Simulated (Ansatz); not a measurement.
## CH₄AlSe, SMILES [CH3][Al][SeH]: a geometry optimisation

Computed with Ansatz's Python interface.

`ch4alse.py`:
```python
import logging
import sys

import ansatz
import numpy as np

logging.basicConfig(stream=sys.stdout, format="%(levelname)s:%(name)s:%(message)s")
logger = logging.getLogger("run")
logger.setLevel(logging.INFO)

GEOMETRY = """
C    -1.07810    0.29670   -0.31770
Al    0.18220   -1.13770   -0.08120
Se    2.50290   -0.64260   -0.01890
H    -1.63710    0.17520   -1.25910
H    -0.58280    1.29900   -0.43030
H    -1.81340    0.39260    0.53980
H     2.48760   -0.45130    1.52160
"""

geometry = ansatz.Crystal.molecule()
for line in GEOMETRY.strip().splitlines():
    symbol, *xyz = line.split()
    geometry = geometry.atom(symbol, [float(v) for v in xyz])

model = geometry.calculation()
model = model.basis(gaussian="def2-SVP")
model = model.functional("hf")
model = model.spin("collinear", total=1)
symbols = [site.symbol for site in geometry.cartesian_sites]
start = np.array([site.position_ang for site in geometry.cartesian_sites], dtype=float)
data = model.relax(force_tolerance=0.01, max_steps=100).run().report
end = np.array(data["positions_ang"])

logger.info("reference energy %16.6f eV" % data["reference_energy_ev"])
logger.info("total energy     %16.6f eV" % data["free_energy_ev"])
print("occupied (up, down):", data["n_occupied"], " virtual:", data["n_virtual"], " frozen:", data["n_frozen"])

logger.info("bond        before    after (A)")
for i, j in [(0, 1), (0, 3), (0, 4), (0, 5), (1, 2), (2, 6)]:
    d0, d1 = (np.linalg.norm(xyz[i] - xyz[j]) for xyz in (start, end))
    print(f"{symbols[i]}{i}-{symbols[j]}{j}".ljust(10), f"{d0:8.4f} {d1:8.4f}")
for i, j, k in [(1, 0, 3), (1, 0, 4), (1, 0, 5), (3, 0, 4), (3, 0, 5), (4, 0, 5), (0, 1, 2), (1, 2, 6)]:
    u, v = end[i] - end[j], end[k] - end[j]
    logger.info(f"angle {symbols[i]}{i}-{symbols[j]}{j}-{symbols[k]}{k}: {np.degrees(np.arccos(np.clip(u @ v / np.linalg.norm(u) / np.linalg.norm(v), -1, 1))):.2f} deg")
```

Output of `python ch4alse.py`:
```text
INFO:run:reference energy    -72969.454126 eV
INFO:run:total energy        -72969.454126 eV
occupied (up, down): [29, 28]  virtual: [55, 56]  frozen: 0
INFO:run:bond        before    after (A)
C0-Al1       1.9240   1.9767
C0-H3        1.1016   1.0955
C0-H4        1.1237   1.0941
C0-H5        1.1337   1.0925
Al1-Se2      2.3737   2.3506
Se2-H6       1.5524   1.4554
INFO:run:angle Al1-C0-H3: 109.79 deg
INFO:run:angle Al1-C0-H4: 111.19 deg
INFO:run:angle Al1-C0-H5: 112.48 deg
INFO:run:angle H3-C0-H4: 107.43 deg
INFO:run:angle H3-C0-H5: 107.45 deg
INFO:run:angle H4-C0-H5: 108.31 deg
INFO:run:angle C0-Al1-Se2: 116.11 deg
INFO:run:angle Al1-Se2-H6: 95.88 deg
```

Total energies depend on the basis set; only differences at equal settings carry meaning. The end point is the stationary point reached from this start; no frequency run checks that it is a minimum, and the basis set is modest. The species is open-shell (spin multiplicity 2). Finished in 37 s on 1 thread of Arm Neoverse V1 (shared host), peak memory 0.36 GiB.

(Lines on the test bed's own set-up are left out of the output.)
